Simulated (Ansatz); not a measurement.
# RuBr4: the cost of one run

Program: Ansatz 0.2.0. Level of theory: DFT PBE, scalar-relativistic, plane waves, PAW, unless a step names another level. These are calculated values, not measurements.

4 further runs of the same task are left out: 4 set aside as unsound or not needed.

## Step 1: Plan

Pauling electronegativities: Ru 2.20, Br 2.96 (spread 0.76). The formula balances with common oxidation states: Ru +4, Br -1, a formal count that means little at so small a spread. Tabulated atomic sizes suggest about 29 Å³/atom. 29 candidates were drawn, by swapping species into database cells of other compounds, at random by space group and Wyckoff sites, or by hand, as the table says; time allowed 28 of them to run, and these are listed.

```
name               made from  space group no.         Wyckoff sites  atoms (primitive cell)  V (Å³/atom)
 c01                  random               65          Ru 2a; Br 8p                       5         31.3
 c02                  random              123          Ru 1a; Br 4j                       5         32.1
 c03                  random              123          Ru 1a; Br 4o                       5         29.0
 c04                  random              191      Ru 1b; Br 3g, 1a                       5         31.0
 c05                  random               71      Ru 2b; Br 4e, 4g                       5         33.1
 c06                  random              229          Ru 2a; Br 8c                       5         29.1
 c07  database cell of FeCl4               65      Ru 2c; Br 4j, 4g                       5         29.5
 c08                  random              123          Ru 1a; Br 4m                       5         36.1
 c09  database cell of Ni4Mo               87          Ru 2a; Br 8h                       5         30.2
 c10                  random              123  Ru 1a; Br 1b, 2h, 1d                       5         33.8
 c11                  random              183      Ru 1a; Br 3c, 1a                       5         35.5
 c12                  random              216         Ru 4b; Br 16e                       5         31.9
 c13                  random              191          Ru 1a; Br 4h                       5         31.2
 c14                  random              221      Ru 1a; Br 3c, 1b                       5         30.6
 c15  database cell of BaGa4              139      Ru 2a; Br 4e, 4d                       5         30.5
 c16                  random              221      Ru 1b; Br 3d, 1a                       5         35.1
 c17                  random              191      Ru 1a; Br 2d, 2c                       5         31.3
 c18                  random              221      Ru 1a; Br 3d, 1b                       5         36.1
 c19                  random              191      Ru 1b; Br 3f, 1a                       5         31.5
 c20                  random              191          Ru 1b; Br 4h                       5         32.6
 c21                  random              166      Ru 3a; Br 3b, 9d                       5         30.0
 c22    database cell of SO4              216         Ru 4a; Br 16e                       5         40.2
 c23   database cell of SiF4              217          Ru 2a; Br 8c                       5         38.8
 c24                  random              123          Ru 1c; Br 4o                       5         33.6
 c25                  random              191      Ru 1a; Br 2e, 2d                       5         35.9
 c26                  random               71      Ru 2a; Br 4h, 4g                       5         32.1
 c27  database cell of OsCl4               65      Ru 2a; Br 4g, 4j                       5         29.2
 c29   database cell of SnI4              215          Ru 1a; Br 4e                       5         32.9
```

## Step 2: Screening run of c11

input.yaml

```yaml
crystal:
  lattice:
    - [6.33499178, 0.0, 0.0]
    - [-3.16749589, 5.48626382, 0.0]
    - [0.0, 0.0, 5.10682115]
  atoms:
    - { symbol: Ru, position: [0.0, 0.0, 0.68101759], spin: 1.0 }
    - { symbol: Br, position: [0.5, 0.0, 0.24923135] }
    - { symbol: Br, position: [0.0, 0.5, 0.24923135] }
    - { symbol: Br, position: [0.5, 0.5, 0.24923135] }
    - { symbol: Br, position: [0.0, 0.0, 0.17856602] }
basis:
  ecutwfc: 420
kpoints:
  mp_grid: { grid: [2, 2, 3] }
hamiltonian:
  xc: pbe
scf:
  occupations: { method: gaussian, width: 0.15 }
  lower_state_search: "off"
output:
  forces: true
  stress: true
  eigenvalues: true
  populations: true
magnetization:
  spin_polarized: true
relax:
  adjacent_minimum: "off"
  f_tol: 0.08
  max_steps: 16
  cell: { stress_tol: 0.8 }
```

Started as:

```bash
$ ansatz run input.yaml --threads 1 --pin off --max-ram 2560MiB --backend cpu --events-out ev --progress --plain --runs-dir out
```

**Question.** How long does this run take on 1 thread of Intel Xeon at 2.70GHz, shared host, and how much memory does it need?

About 47 s, with a peak of 0.43 GiB.
